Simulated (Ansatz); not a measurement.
# Sb: response to strain

Aim: deform Sb (equal xx and yy strain of +1 %) and compute stress, forces and field gradients with LAPW, PAW and all-electron datasets made for the crystal.

Program: Ansatz 0.2.0. Level of theory: DFT PBEsol, scalar-relativistic. These are calculated values, not measurements.

## Step 1: The system as given

Symmetry: P6_3/mmc, No. 194, hexagonal system. Conventional cell: a = 3.369 Å, b = 3.369 Å, c = 5.330 Å, α = 90.00°, β = 90.00°, γ = 120.00°. Sb (site symmetry -6m2) is surrounded by 12 Sb at 3.30 to 3.37 Å.

Structure file:

```cif
data_structure
_symmetry_space_group_name_H-M 'P 1'
_symmetry_Int_Tables_number 1
_cell_length_a 3.3690
_cell_length_b 3.3690
_cell_length_c 5.3300
_cell_angle_alpha 90.000
_cell_angle_beta 90.000
_cell_angle_gamma 120.000
_cell_volume 52.39
loop_
_atom_site_label
_atom_site_type_symbol
_atom_site_fract_x
_atom_site_fract_y
_atom_site_fract_z
_atom_site_occupancy
Sb1 Sb 0.33333 0.66667 0.25000 1
Sb2 Sb 0.66667 0.33333 0.75000 1
```

Atoms are numbered in the order of the input: Sb1, Sb2.

## Step 2: The deformed structure

Space group P6_3/mmc before, P6_3/mmc after.

## Step 3: Full-potential LAPW

Contents of input.yaml:

```yaml
crystal:
  lattice:
    - [3.4026901813, 0.0, 0.0]
    - [-1.7013450907, 2.9468161382, 0.0]
    - [0.0, 0.0, 5.33]
  atoms:
    - { symbol: Sb, position: [0.3333333333, 0.6666666667, 0.25] }
    - { symbol: Sb, position: [0.6666666667, 0.3333333333, 0.75] }
kpoints:
  mp_grid: { grid: [12, 12, 7] }
  band_path:
    path:
      - [0.0, 0.0, 0.0]
      - [0.5, 0.0, 0.0]
      - [0.3333333333, 0.3333333333, 0.0]
      - [0.0, 0.0, 0.0]
      - [0.0, 0.0, 0.5]
      - [0.5, 0.0, 0.5]
      - [0.3333333333, 0.3333333333, 0.5]
      - [0.0, 0.0, 0.5]
      - [0.5, 0.0, 0.5]
    npoints: 5
scf:
  occupations: { method: fermi_dirac, width: 0.05 }
hamiltonian:
  xc: pbesol
  pseudopotentials: { kind: all_electron, lapw: { basis_error: 0.0005 } }
output:
  forces: true
  stress: true
  eigenvalues: true
```

Command:

```sh
> ansatz run input.yaml --threads 1 --pin off --max-ram 3072MiB --backend cpu --events-out ev --progress --plain --runs-dir out
```

## Step 4: Frozen-core PAW

Contents of input.yaml:

```yaml
crystal:
  lattice:
    - [3.4026901813, 0.0, 0.0]
    - [-1.7013450907, 2.9468161382, 0.0]
    - [0.0, 0.0, 5.33]
  atoms:
    - { symbol: Sb, position: [0.3333333333, 0.6666666667, 0.25] }
    - { symbol: Sb, position: [0.6666666667, 0.3333333333, 0.75] }
kpoints:
  mp_grid: { grid: [12, 12, 7] }
scf:
  occupations: { method: fermi_dirac, width: 0.05 }
hamiltonian:
  xc: pbesol
  pseudopotentials: { kind: paw }
output:
  forces: true
  stress: true
  eigenvalues: true
  efg: { contact_densities: true }
  write_density: true
  write_potential: true
  elf: true
  volumetric_format: npy
```

## Step 5: Datasets made for this crystal

input.yaml, as its differences from that of step 4:

```diff
@@ -14,3 +14,3 @@
   xc: pbesol
-  pseudopotentials: { kind: paw }
+  pseudopotentials: { kind: all_electron, datasets: crystal }
 output:
@@ -20,5 +20 @@
   efg: { contact_densities: true }
-  write_density: true
-  write_potential: true
-  elf: true
-  volumetric_format: npy
```

(Steps that only read results are left out.)

Q: Predict the outcome of this session. Wanted: pressure; largest shear or deviatoric stress.

The runs gave:

| quantity | value |
| --- | --- |
| pressure | LAPW -1.45, PAW -1.46, crystal datasets -1.45 GPa |
| largest shear or deviatoric stress (LAPW) | 0.61 GPa |

**Reading.** The largest part of the stress beyond the pressure is 0.61 GPa in size, in the zz component; the atoms are carried along and not relaxed. No run of the undeformed cell stands beside it, so the pressure holds what the given cell had before the change. PAW: stress within 0.01 GPa of LAPW. Crystal datasets: stress within 0.01 GPa of LAPW. Spin-orbit coupling is left out, though the cell holds Sb; in elements this heavy it can shift bands and gaps by tenths of an eV.
